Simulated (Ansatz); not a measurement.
# Zn2As (P1) in Ansatz: convergence with wavefunction cutoff

Aim: find how far wavefunction cutoff must go before the results for Zn2As settle, at PBE. This setting moves, with any that are tied to it; all else stays.

Program: Ansatz 0.2.0. These are calculated values, not measurements. Logs are shortened: lines on timing, memory, paths and dates and some standing lists are left out, and cuts for length are marked.

### 1 The cell of the first run

The typed cell holds 3 atoms: a = 3.970 Å, b = 3.970 Å, c = 3.970 Å, α = 72.62°, β = 72.62°, γ = 72.62°.

The cell was built by a generator and needn't be a form met in nature.

The cell isn't the ideal one: atoms moved at random, drawn with an rms of 0.05 Å.

### 2 With wavefunction cutoff 400 eV

Contents of input.yaml:

```yaml
crystal:
  lattice:
    - [2.35091656, 1.35730231, 2.89686342]
    - [-2.35091656, 1.35730231, 2.89686342]
    - [0.0, -2.71460461, 2.89686342]
  atoms:
    - { symbol: Zn, position: [0.864963, 0.859581, 0.858733] }
    - { symbol: Zn, position: [0.121431, 0.144868, 0.124824] }
    - { symbol: As, position: [0.493299, 0.499815, 0.495021] }
hamiltonian:
  xc: pbe
  pseudopotentials: { kind: nc, accuracy: standard }
kpoints:
  mp_grid: { grid: [5, 5, 5] }
scf:
  occupations: { method: fermi_dirac, width: 0.1 }
output:
  forces: true
  stress: true
  eigenvalues: true
basis:
  ecutwfc: "400 eV"
```

Potentials or basis: PseudoDojo standard (PBE files).

Command:

```bash
ansatz run input.yaml --threads 2 --pin off --max-ram 5632MiB --backend cpu --events-out ev --progress --plain --runs-dir out
```

The log of the run:

```text
Warning: basis.ecutwfc = 400 eV is below the records' recommended 1142.878222 eV, and the density's cutoff is lower with it unless basis.ecutrho_ratio is high enough to keep the records' density cutoff: compare with a run at a higher cutoff
Warning: RAYON_NUM_THREADS=2 ignored (pool sized by the plan → 2); use --threads N
Engine: ansatz 0.2.0, aarch64-unknown-linux-gnu
Pseudopotentials: kind: nc
Pseudopotential: Zn, nc, valence charge 20, recommended cutoff 1142.878222 eV (normal), Zn.nc.azcp (PseudoDojo's, or run here from an input of PseudoDojo's; its table is named by hamiltonian.pseudopotentials.accuracy)
Pseudopotential: As, nc, valence charge 15, recommended cutoff 1142.878222 eV (normal), As.nc.azcp (PseudoDojo's, or run here from an input of PseudoDojo's; its table is named by hamiltonian.pseudopotentials.accuracy)
Functional definition: PBE
  parameter kappa = 0.804
  parameter beta = 0.06672455060314922
  exchange = pbe_x(kappa = kappa, mu = beta*pi^2/3)
  correlation = pbe_c(beta = beta)
Crystal: 3 atoms, lattice volume = 55.462 Å³
Basis set: ecut = 400 eV, 1029 PW (Γ), exchange–correlation on 54×54×54 points (8 copies of the dense FFT grid, shifted against one another)
Bands: 33, of which v1, the nominal top of the filled ones, is band 28 counted from 1 (27 counted from 0)
Symmetry: 1 space group operations
Space group: P1 (ITA 1), of the structure as read, at distance tolerance 3.8e-5 Å
k-points: 63 of 125 (time reversal used)
Non-local potential: Zn, projectors of the file, l = 0: 2, l = 1: 2, l = 2: 2
Non-local potential: As, projectors of the file, l = 0: 2, l = 1: 2, l = 2: 2
Initial density: superposition of atomic densities (chi_scale 0.1, normalization cell, long waves kept (reshape's long-wave potential 0.00 eV rms))
Initial wavefunctions: pseudopotential atomic-orbital guess
Functional: x = pbe(κ = 0.804, μ = 0.2195149727645171), c = pbe(β = 0.06672455060314922)
SCF iter   1: F=—  HF=-13826.427914 eV  |F-HF|=—  |Δ(HF+E_count)|=         —  Δρ=1.21e0  dr2=3.13e2  ethr=3.10e-3  ⟨swp⟩=5.4  Hψ=9117  notcnv=0
preconditioner: auto → LDOS  [metal: Δε(μ)=0.022 eV  Ē_g=11.884 eV  σ=0.100 eV  W_gap=0.05  n_scr=20 (ndim 8)  ℏωp=31.1 eV  f_vac=0.015  D(μ)=2.45/eV (n_scr^D=20)  β→1.0]
SCF iter   2: F=—  HF=-13696.272418 eV  |F-HF|=—  |Δ(HF+E_count)|=    1.30e2  Δρ=1.74e-1  dr2=9.03e0  ethr=3.10e-3  ⟨swp⟩=4.4  Hψ=8074  notcnv=0
SCF iter   3: F=—  HF=-13694.342614 eV  |F-HF|=—  |Δ(HF+E_count)|=    1.93e0  Δρ=2.61e-2  dr2=5.02e-1  ethr=3.10e-3  ⟨swp⟩=3.1  Hψ=4933  notcnv=0  defer=16
SCF iter   4: F=—  HF=-13694.257448 eV  |F-HF|=—  |Δ(HF+E_count)|=   8.52e-2  Δρ=3.44e-3  dr2=5.28e-3  ethr=9.13e-4  ⟨swp⟩=2.6  Hψ=3834  notcnv=0  defer=14
SCF iter   5: F=—  HF=-13694.257139 eV  |F-HF|=—  |Δ(HF+E_count)|=   3.09e-4  Δρ=5.21e-4  dr2=1.61e-4  ethr=9.61e-6  ⟨swp⟩=2.0  Hψ=3313  notcnv=0  defer=14
SCF iter   6: F=—  HF=-13694.257135 eV  |F-HF|=—  |Δ(HF+E_count)|=   4.11e-6  Δρ=8.86e-5  dr2=4.97e-6  ethr=2.92e-7  ⟨swp⟩=2.1  Hψ=2404  notcnv=0  defer=14
SCF iter   7: F=—  HF=-13694.256367 eV  |F-HF|=—  |Δ(HF+E_count)|=   7.68e-4  Δρ=3.80e-5  dr2=5.03e-7  ethr=9.04e-9  ⟨swp⟩=2.0  Hψ=3842  notcnv=0  defer=14
SCF iter   8: F=-13694.256367 eV  HF=-13694.256367 eV  |F-HF|=1.06e-9  |Δ(HF+E_count)|=   1.33e-8  Δρ=5.63e-6  dr2=6.79e-9  ethr=1.82e-10  ⟨swp⟩=8.5  Hψ=9772  notcnv=0
SCF 1 converged in 8 iterations: F = -13694.256367 eV  dr2 = 6.79e-9
SCF converged after 8 iterations
Free energy (F): -13694.256367 eV
Harris-Foulkes:  -13694.256367 eV  (|F-HF|=1.06e-9)
Internal energy: -13694.162188 eV  (E = F + TS)
E sigma→0 (E₀):  -13694.209278 eV
Entropy (-TS):   -0.094179 eV (-31.393 meV/atom)
Fermi energy:    11.742734 eV
--- Per-component energies (eV) ---
  E_band       = -1635.140346
  E_kinetic    = 5895.797536
  E_local      = -11345.361243  (includes V_loc(G=0)·N_el)
  E_nonlocal   = -2917.706399
  E_hartree    = 4196.083474
  E_xc         = -1728.612306
  E_vxc        = -1660.035800  (∫ρ·V_xc dr)
  E_ewald      = -7794.363249
  E_smearing   = -0.094179  (= −TS)
  E_closure    = 0.000000  (closes the sum)
  Σ components = -13694.256367   (vs F -13694.256367, Δ=0.00e0)
--- Forces (eV/Å), atoms counted from 1 ---
  atom   1  Zn     0.25354547    -0.09803584    -0.80181742
  atom   2  Zn    -0.24106894     0.11626424     0.78865272
  atom   3  As    -0.01224950    -0.01803090     0.01356859
  max |Σ_I F_I| component: 4.04e-4 eV/Å
--- Stress (GPa, compression-positive) ---
      -13.528813       0.425262       0.034688
        0.425262     -12.829521      -0.149089
        0.034688      -0.149089     -15.131285
  P = ⅓ Tr σ = -13.8299 GPa (-138.299 kbar)
--- Band table (eV; the first three rows and the last of 63) ---
  k-point 0: bands = ["-145.9801", "-145.9153", "-83.5407", "-83.4669", "-83.4264", "-83.2416", "-83.1649", "-82.5729", "-21.1853", "-21.1828", "-20.4845", "-19.5518", "-19.5503", "-1.0932", "2.0462", "2.2412", "2.3348", "3.0652", "3.2013", "3.4539", "3.5306", "4.1206", "4.2482", "4.3055", "7.0185", "11.0785", "11.2375", "11.6089", "14.9968", "15.8208", "16.1080", "18.6334", "22.1175"]
  k-point 1: bands = ["-145.9402", "-145.8882", "-83.5661", "-83.3932", "-83.2577", "-82.6851", "-82.3195", "-82.2849", "-20.5082", "-20.2671", "-19.9857", "-19.4408", "-19.3349", "-0.8247", "2.5693", "2.7296", "2.9095", "3.0745", "3.1504", "3.6519", "3.9145", "4.1544", "4.3087", "4.8203", "6.5099", "10.8378", "10.9940", "11.8516", "13.8694", "16.7469", "17.7001", "18.6611", "20.2007"]
  k-point 2: bands = ["-145.9361", "-145.8779", "-83.8740", "-83.2664", "-82.8645", "-82.5175", "-82.3719", "-82.1888", "-20.6779", "-20.4259", "-19.7071", "-19.5892", "-18.6336", "-0.2958", "2.6506", "2.8410", "3.0453", "3.1191", "3.2168", "3.4197", "3.4581", "4.1938", "4.7718", "5.0991", "5.3246", "10.5899", "10.6816", "12.0070", "13.9975", "17.1917", "18.5590", "18.6821", "19.2035"]
  k-point 62: bands = ["-145.9133", "-145.8588", "-83.7052", "-82.8427", "-82.7353", "-82.4721", "-82.4128", "-81.8069", "-20.1235", "-19.9507", "-19.9013", "-19.2365", "-18.5758", "-0.0360", "2.6869", "2.7736", "3.3101", "3.4136", "3.5925", "3.7810", "4.0627", "4.4072", "4.7338", "4.9115", "5.5027", "9.5979", "10.1057", "11.4212", "13.8498", "16.2990", "17.2870", "19.4356", "21.4821"]
```

Run time: 4.6 s. Hardware: 2 threads of Arm Neoverse V2, shared host; peak memory 0.32 GiB.

Results:

* Free energy: -13694.2564 eV
* Pressure: -13.8 GPa
* Largest force: 0.847 eV/Å
* Band gap on the k mesh: none (metal or under the smearing width)

### 3 With wavefunction cutoff 500 eV

input.yaml: that of step 2 with these lines changed.

```diff
@@ -21,2 +21,2 @@
 basis:
-  ecutwfc: "400 eV"
+  ecutwfc: "500 eV"
```

Potentials or basis: PseudoDojo standard (PBE files).

Command:

```bash
ansatz run input.yaml --threads 2 --pin off --max-ram 5632MiB --backend cpu --events-out ev --progress --plain --runs-dir out
```

Wall time 5.8 s (2 threads of Arm Neoverse V2, shared host); peak memory 0.35 GiB.

Results:

```yaml
Free_energy: -14026.9224 eV
Pressure: -9.7 GPa
Largest_force: 0.809 eV/Å
Band_gap_on_the_k_mesh: none (metal or under the smearing width)
```

### 4 With wavefunction cutoff 600 eV

input.yaml: that of step 3 with these lines changed.

```diff
@@ -21,2 +21,2 @@
 basis:
-  ecutwfc: "500 eV"
+  ecutwfc: "600 eV"
```

Command:

```bash
ansatz run input.yaml --threads 2 --pin off --max-ram 5632MiB --backend cpu --events-out ev --progress --plain --runs-dir out
```

It took 6.5 s on 2 threads of Arm Neoverse V2, shared host; peak memory 0.38 GiB.

Results:

```
Free energy            : -14179.7239 eV
Pressure               : 2.9 GPa
Largest force          : 1.424 eV/Å
Band gap on the k mesh : none (metal or under the smearing width)
```

### 5 With wavefunction cutoff 700 eV

input.yaml: that of step 4 with these lines changed.

```diff
@@ -21,2 +21,2 @@
 basis:
-  ecutwfc: "600 eV"
+  ecutwfc: "700 eV"
```

Command:

```bash
ansatz run input.yaml --threads 2 --pin off --max-ram 5632MiB --backend cpu --events-out ev --progress --plain --runs-dir out
```

Wall time 7.6 s (2 threads of Arm Neoverse V2, shared host); peak memory 0.42 GiB.

Results:

```
Free energy            : -14239.0655 eV
Pressure               : 1.0 GPa
Largest force          : 1.079 eV/Å
Band gap on the k mesh : none (metal or under the smearing width)
```

### 6 With wavefunction cutoff 850 eV

input.yaml: that of step 5 with these lines changed.

```diff
@@ -21,2 +21,2 @@
 basis:
-  ecutwfc: "700 eV"
+  ecutwfc: "850 eV"
```

Potentials or basis: PseudoDojo standard (PBE files).

Command:

```bash
ansatz run input.yaml --threads 2 --pin off --max-ram 5632MiB --backend cpu --events-out ev --progress --plain --runs-dir out
```

Wall time 9.6 s (2 threads of Arm Neoverse V2, shared host); peak memory 0.41 GiB.

Results (log left out):

- Free energy: -14260.1543 eV
- Pressure: 1.0 GPa
- Largest force: 1.261 eV/Å
- Band gap on the k mesh: none (metal or under the smearing width)

### 7 With wavefunction cutoff 1000 eV

input.yaml: that of step 6 with these lines changed.

```diff
@@ -21,2 +21,2 @@
 basis:
-  ecutwfc: "850 eV"
+  ecutwfc: "1000 eV"
```

Command:

```bash
ansatz run input.yaml --threads 2 --pin off --max-ram 5632MiB --backend cpu --events-out ev --progress --plain --runs-dir out
```

Run time: 9.5 s. Hardware: 2 threads of Arm Neoverse V2, shared host; peak memory 0.48 GiB.

It converged, with:

* Free energy: -14262.0674 eV
* Pressure: 1.1 GPa
* Largest force: 1.253 eV/Å
* Band gap on the k mesh: none (metal or under the smearing width)

### 8 With wavefunction cutoff 1200 eV

input.yaml: that of step 7 with these lines changed.

```diff
@@ -21,2 +21,2 @@
 basis:
-  ecutwfc: "1000 eV"
+  ecutwfc: "1200 eV"
```

Command:

```bash
ansatz run input.yaml --threads 2 --pin off --max-ram 5632MiB --backend cpu --events-out ev --progress --plain --runs-dir out
```

Run time: 14 s. Hardware: 2 threads of Arm Neoverse V2, shared host; peak memory 0.56 GiB.

The run converged. Its results:

```yaml
Free_energy: -14262.1218 eV
Pressure: 1.1 GPa
Largest_force: 1.253 eV/Å
Band_gap_on_the_k_mesh: none (metal or under the smearing width)
```

### 9 With wavefunction cutoff 1400 eV

input.yaml: that of step 8 with these lines changed.

```diff
@@ -21,2 +21,2 @@
 basis:
-  ecutwfc: "1200 eV"
+  ecutwfc: "1400 eV"
```

Potentials or basis: PseudoDojo standard (PBE files).

Command:

```bash
ansatz run input.yaml --threads 2 --pin off --max-ram 5632MiB --backend cpu --events-out ev --progress --plain --runs-dir out
```

Run time: 16 s. Hardware: 2 threads of Arm Neoverse V2, shared host; peak memory 0.65 GiB.

Results (log left out):

- Free energy: -14262.1225 eV
- Pressure: 1.1 GPa
- Largest force: 1.253 eV/Å
- Band gap on the k mesh: none (metal or under the smearing width)

### 10 With wavefunction cutoff 1700 eV

input.yaml: that of step 9 with these lines changed.

```diff
@@ -21,2 +21,2 @@
 basis:
-  ecutwfc: "1400 eV"
+  ecutwfc: "1700 eV"
```

Command:

```bash
ansatz run input.yaml --threads 2 --pin off --max-ram 5632MiB --backend cpu --events-out ev --progress --plain --runs-dir out
```

Run time: 24 s. Hardware: 2 threads of Arm Neoverse V2, shared host; peak memory 0.8 GiB.

Results (log left out):

```yaml
Free_energy: -14262.1232 eV
Pressure: 1.1 GPa
Largest_force: 1.253 eV/Å
Band_gap_on_the_k_mesh: none (metal or under the smearing width)
```

### 11 Result

```csv
wavefunction cutoff,"energy less the tightest run, at zero smearing (meV/atom)",pressure (GPa),largest force (eV/Å),SCF cycles,CPU time (s),peak memory (GiB)
400 eV,189293.61,-13.83,0.847,8,9.1,0.32
500 eV,78401.88,-9.69,0.809,8,11,0.35
600 eV,27466.87,2.91,1.424,8,13,0.38
700 eV,7686.01,1.00,1.079,8,15,0.42
850 eV,656.31,1.00,1.261,8,19,0.41
1000 eV,18.59,1.10,1.253,8,19,0.48
1200 eV,0.47,1.12,1.253,8,28,0.56
1400 eV,0.23,1.12,1.253,8,33,0.65
1700 eV,0.00,1.11,1.253,8,47,0.8
```

Against the tightest run, the energy stays within 1 meV/atom from 1200 eV on; the pressure stays within 0.1 GPa from 1000 eV on; the largest force stays within 0.005 eV/Å from 1000 eV on. The tightest run that finished is the yardstick and may itself not be fully converged.
